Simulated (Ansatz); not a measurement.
Geometry optimisation, DFT r2SCAN-D3(BJ), scalar-relativistic, plane waves, PAW in Ansatz.

The input (input.yaml):

```yaml
crystal:
  lattice:
    - [0.0, 3.57, 3.57]
    - [3.57, 0.0, 3.57]
    - [3.57, 3.57, 0.0]
  atoms:
    - { symbol: C, position: [0.0, 0.0, 0.0] }
    - { symbol: C, position: [0.125, 0.125, 0.125] }
    - { symbol: C, position: [0.0, 0.0, 0.5] }
    - { symbol: C, position: [0.125, 0.125, 0.625] }
    - { symbol: C, position: [0.0, 0.5, 0.0] }
    - { symbol: C, position: [0.125, 0.625, 0.125] }
    - { symbol: C, position: [0.0, 0.5, 0.5] }
    - { symbol: C, position: [0.125, 0.625, 0.625] }
    - { symbol: C, position: [0.5, 0.0, 0.0] }
    - { symbol: C, position: [0.625, 0.125, 0.125] }
    - { symbol: C, position: [0.5, 0.0, 0.5] }
    - { symbol: C, position: [0.625, 0.125, 0.625] }
    - { symbol: C, position: [0.5, 0.5, 0.0] }
    - { symbol: C, position: [0.625, 0.625, 0.125] }
    - { symbol: C, position: [0.5, 0.5, 0.5] }
    - { symbol: C, position: [0.625, 0.625, 0.625] }
    - { symbol: H, position: [1.07157038, 0.80526574, 0.30423434] }
total_charge: 1
basis:
  ecutwfc: 500.0
kpoints:
  mp_grid: { grid: [3, 3, 3] }
hamiltonian:
  xc: r2scan
  dispersion: d3bj
scf:
  occupations: { method: gaussian, width: 0.02 }
  lower_state_search: "off"
relax:
  f_tol: 0.03
  max_steps: 60
  adjacent_minimum: "off"
```

Launched with:

```bash
$ ansatz run input.yaml --threads 2 --pin off --max-ram 5120MiB --backend cpu --events-out ev --progress --plain --runs-dir out
```

Question: Where does it end, and by what steps?

Answer: The forces met the threshold. The force dipped under the threshold on the way, but the program's further checks kept it going. Limits of this set-up: a small cell, in which the defect meets its images, charged cell in a uniform background, uncorrected. After 17 steps the energy has fallen by 0.611 eV; H17 moved furthest, 0.51 Å. Joined: C1–H17 (1.46 → 1.16 Å), C6–H17 (1.43 → 1.16 Å).

```tsv
step	energy less start (eV)	largest force component (eV/Å)	accepted
0	0.0000	2.033	yes
1	-0.1936	0.800	yes
2	-0.2275	0.236	yes
3	-0.2429	0.395	yes
4	-0.3304	0.737	yes
5	-0.4640	1.174	yes
6	-0.4993	0.245	yes
7	-0.5657	0.352	yes
8	-0.5604	0.814	no
9	-0.5990	0.192	yes
10	-0.6059	0.071	yes
11	-0.6103	0.011	yes
12	-0.6074	0.264	no
13	-0.6102	0.096	no
14	-0.6104	0.021	yes
15	-0.6104	0.033	yes
16	-0.6105	0.001	yes
17	-0.6105	0.001	yes
```

```xyz
17
Lattice="0.0000 3.5700 3.5700 3.5700 0.0000 3.5700 3.5700 3.5700 0.0000" Properties=species:S:1:pos:R:3
C 0.102 -0.073 0.080
C 0.953 0.907 0.936
C 1.811 1.807 -0.003
C 2.673 2.721 0.886
C 1.825 -0.001 1.792
C 2.601 0.998 2.597
C 3.581 1.848 1.742
C 4.481 2.707 2.681
C 0.022 1.797 1.793
C 0.919 2.690 2.674
C 1.796 3.611 1.788
C 2.698 4.485 2.680
C 1.794 1.815 3.573
C 2.715 2.692 4.460
C 3.589 3.594 3.568
C 4.471 4.488 4.455
H 3.629 4.527 6.697
```

Whether the end is a true minimum wasn't checked by a vibrational analysis.

The run took 86 s on 2 threads of Intel(R) Xeon(R) Platinum 8488C (Sapphire Rapids), with other jobs on the host, peak memory 0.64 GiB.
